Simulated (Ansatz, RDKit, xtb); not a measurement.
# C3H4BClN2: ranking a sample of isomers, part 2 of 2

A sample of isomers of C3H4BClN2 is drawn. Aim: find which of them has the lowest free energy at 298.15 K, then its properties. The sample is small against all isomers, and the most stable one of this formula need not be in it.

xtb, Ansatz and PySCF; isolated molecules.

## 10. c397a at MP2/def2-TZVPP

The input, input.yaml:

```yaml
crystal:
  periodic: [false, false, false]
  atoms:
    - {symbol: C, position_ang: [-1.499259, 1.792942, -1.164338]}
    - {symbol: C, position_ang: [0.479503, 1.790143, -1.964236]}
    - {symbol: C, position_ang: [0.655053, 1.891029, -0.601941]}
    - {symbol: B, position_ang: [-1.038073, 1.980249, 1.312445]}
    - {symbol: Cl, position_ang: [1.707501, 1.738496, -3.166388]}
    - {symbol: "N", position_ang: [-0.638993, 1.894252, -0.060041]}
    - {symbol: "N", position_ang: [-0.861612, 1.729762, -2.304338]}
    - {symbol: H, position_ang: [-0.179789, 2.063518, 2.162424]}
    - {symbol: H, position_ang: [-2.225647, 1.964772, 1.551482]}
    - {symbol: H, position_ang: [-2.588785, 1.773009, -1.028673]}
    - {symbol: H, position_ang: [1.549603, 1.959329, 0.022481]}
basis:
  gaussian: {orbitals: def2-TZVPP}
correlation: {method: mp2, frozen_orbitals: {Cl: 5, "N": 1, B: 1, C: 1, H: 0}}
```

Launch:

```console
ansatz run input.yaml --threads 2 --pin off --max-ram 5220MiB --events-out events.jsonl --progress --plain --runs-dir runs
```

The log of the run:

```text
Warning: RAYON_NUM_THREADS=2 ignored (pool sized by the plan → 2); use --threads N
Functional definition: HF
  name "HF"
  exchange = exact_x
  correlation = 0
1740 factors; integrals over basis functions are off by at most 1.4e-3 eV
mean field evaluation 1: about -19292.0582 eV, gradient 3.6e1 eV
mean field evaluation 2: about -19292.4806 eV, gradient 3.6e1 eV
mean field evaluation 4: about -19296.1151 eV, gradient 5.0e0 eV
mean field evaluation 8: about -19296.2028 eV, gradient 4.4e-1 eV
mean field evaluation 16: about -19296.2042 eV, gradient 1.8e-6 eV
mean field -19296.20421589 eV, -709.1224254970 hartree, gradient 1.8e-6 eV, S^2 0.000000; 0 other end points of the search recorded, 0 dependent functions left out; unrestricted orbitals would lower it
11 core orbitals not correlated: weight in the atoms' cores, before any rotation towards them, 1.000 or more for the frozen orbitals, at most 0.000 for the correlated occupied ones
reference -19296.20421589 eV, -709.1224254970 hartree; 18, 18 occupied and 255, 255 virtual orbitals, 1740 factors
second order -31.43191699 eV of doubles, -0.00000000 eV of singles
Total energy: -19327.63613289 eV, -710.2775271413 hartree
```

Run time: 38 s. Hardware: 2 threads of AMD EPYC (Zen 3), shared host; peak memory 0.83 GiB.

## 11. c627a at CCSD(T)/def2-SVP

The input, input.yaml:

```yaml
crystal:
  periodic: [false, false, false]
  atoms:
    - {symbol: C, position_ang: [-0.954970, 0.850625, -0.736812]}
    - {symbol: C, position_ang: [-0.571366, 0.939144, -2.049344]}
    - {symbol: C, position_ang: [0.229898, 2.690392, -1.114723]}
    - {symbol: B, position_ang: [-0.590041, 2.332280, 1.294997]}
    - {symbol: Cl, position_ang: [1.031873, 4.175516, -0.807347]}
    - {symbol: "N", position_ang: [-0.441883, 1.992818, -0.088788]}
    - {symbol: "N", position_ang: [0.171390, 2.098640, -2.271971]}
    - {symbol: H, position_ang: [-1.219456, 1.565173, 1.989641]}
    - {symbol: H, position_ang: [-0.089399, 3.351915, 1.704313]}
    - {symbol: H, position_ang: [-1.535178, 0.107660, -0.181089]}
    - {symbol: H, position_ang: [-0.779692, 0.238892, -2.867303]}
basis:
  gaussian:
    orbitals: def2-SVP
correlation:
  method: ccsd_t
  frozen_orbitals: {Cl: 5, "N": 1, B: 1, C: 1, H: 0}
```

Launch:

```console
ansatz run input.yaml --threads 2 --pin off --max-ram 5220MiB --events-out events.jsonl --progress --plain --runs-dir runs
```

The log of the run, cut to the lines that bear on the results:

```text
Warning: RAYON_NUM_THREADS=2 ignored (pool sized by the plan → 2); use --threads N
Functional definition: HF
  name "HF"
[...]
1240 factors; integrals over basis functions are off by at most 1.2e-3 eV
[...]
mean field -19284.19838936 eV, -708.6812195099 hartree, gradient 9.1e-6 eV, S^2 0.000000; 0 other end points of the search recorded, 0 dependent functions left out; unrestricted orbitals would lower it
11 core orbitals not correlated: weight in the atoms' cores, before any rotation towards them, 1.000 or more for the frozen orbitals, at most 0.000 for the correlated occupied ones
reference -19284.19838936 eV, -708.6812195099 hartree; 18, 18 occupied and 93, 93 virtual orbitals, 1240 factors
second order -25.27273098 eV of doubles, -0.00000000 eV of singles
cycle   1  -25.49133440 eV  change   -2.2e-1 eV  update   1.2e-1
[...]
cycle  10  -26.39051002 eV  change    7.9e-6 eV  update   2.0e-5
perturbative correction -1.05737085 eV, -0.0388576622 hartree
Total energy: -19311.64627023 eV, -709.6899105271 hartree
```

Run time: 58 s. Hardware: 2 threads of AMD EPYC (Zen 3), shared host; peak memory 0.75 GiB.

For c397a, c627a, c671a, c628a the log finds that unrestricted Hartree-Fock orbitals lie lower, a sign to watch the closed-shell reference there.

## 12. Putting it together

Energies in kcal/mol from c397a; G adds the thermal terms to the CCSD(T)/def2-SVP + MP2/def2-TZVPP - MP2/def2-SVP energy. The columns left of the relaxed level are at the tight-binding geometries.

| label | SMILES | spin | GFN2-xTB | HF/STO-3G | r2SCAN-D4/def2-SVP | PBE-D3(BJ)/def2-SVP | HF/def2-SVP | MP2/def2-SVP | CCSD(T)/def2-SVP + MP2/def2-TZVPP - MP2/def2-SVP | G | share at equilibrium | T1 |
| --- | --- | --- | --- | --- | --- | --- | --- | --- | --- | --- | --- | --- |
| c397a | Bn1cnc(Cl)c1 | singlet | 0.0 | 0.0 | 0.0 | 0.0 | 0.0 | 0.0 | 0.0 | 0.0 | 88.5 % | 0.013 |
| c627a | Bn1ccnc1Cl | singlet | 0.1 | 2.0 | 0.8 | 0.9 | 1.5 | 0.8 | 1.3 | 1.4 | 8.8 % | 0.012 |
| c671a | Bn1cncc1Cl | singlet | 1.0 | 1.8 | 2.0 | 2.0 | 2.4 | 1.9 | 2.0 | 2.1 | 2.7 % | 0.013 |
| c710a | Bc1[nH]cnc1Cl | singlet | 17.0 | 21.9 | 8.8 | 8.4 | 13.8 | 11.2 | 12.7 | 12.5 | < 0.1 % | 0.013 |
| c923a | Bc1cnc(Cl)[nH]1 | singlet | 17.2 | 23.2 | 9.6 | 9.4 | 14.0 | 12.3 | 13.5 | 13.1 | < 0.1 % | 0.013 |
| c628a | Bc1nc(Cl)c[nH]1 | singlet | 20.3 | 23.9 | 13.2 | 12.6 | 20.2 | 15.5 | 16.9 | 16.4 | < 0.1 % | 0.013 |

Lowest found: c397a, `Bn1cnc(Cl)c1`, a singlet. Bond lengths: C2–C3 1.377 Å, C2–Cl5 1.719 Å, C1–N6 1.403 Å, C3–N6 1.403 Å, B4–N6 1.432 Å, C1–N7 1.308 Å, C2–N7 1.385 Å, B4–H8 1.211 Å, B4–H9 1.211 Å, C1–H10 1.098 Å, C3–H11 1.093 Å. Some angles: C2–C3–N6 105.3°, C3–C2–Cl5 127.1°, C3–C2–N7 111.7°, Cl5–C2–N7 121.2°, C1–N6–C3 105.1°, C1–N6–B4 126.0°, C3–N6–B4 128.9°, N6–C1–N7 113.0°, C1–N7–C2 104.8°, C2–C3–H11 132.4°.

```xyz
11

C    -1.4993    1.7929   -1.1643
C     0.4795    1.7901   -1.9642
C     0.6551    1.8910   -0.6019
B    -1.0381    1.9802    1.3124
Cl    1.7075    1.7385   -3.1664
N    -0.6390    1.8943   -0.0600
N    -0.8616    1.7298   -2.3043
H    -0.1798    2.0635    2.1624
H    -2.2256    1.9648    1.5515
H    -2.5888    1.7730   -1.0287
H     1.5496    1.9593    0.0225
```

## 13. Summary of results

The summary covers parts 1 to 2.

```
                                 quantity                                                                   value
                   lowest structure found                                                   Bn1cnc(Cl)c1, singlet
                            next finalist                           Bn1ccnc1Cl, singlet, 1.4 kcal/mol higher in G
share at equilibrium, among the finalists                                                                  88.5 %
                                   funnel  9 starts, 9 minima at GFN2-xTB, 12 screening runs, 6 relaxed, 6 ranked
                     CPU time of all runs                                                                  23 min
```

**Reading.** The lowest structure found is `Bn1cnc(Cl)c1`. Its margin of 1.4 kcal/mol is inside the likely error of CCSD(T)/def2-SVP + MP2/def2-TZVPP - MP2/def2-SVP with harmonic terms (about 1.5 kcal/mol), so the order of the first two is not settled. GFN2-xTB, HF/STO-3G, r2SCAN-D4/def2-SVP, PBE-D3(BJ)/def2-SVP, HF/def2-SVP and MP2/def2-SVP already put its bonding pattern lowest among the structures in one piece. The largest share of the time went into the final energies (65 %). The search is not exhaustive (a finite list of starts, one conformer a finalist), so a lower isomer can't be ruled out. Only 9 drawn patterns were tried, so whole families of isomers are missing, and the result ranks this sample alone.
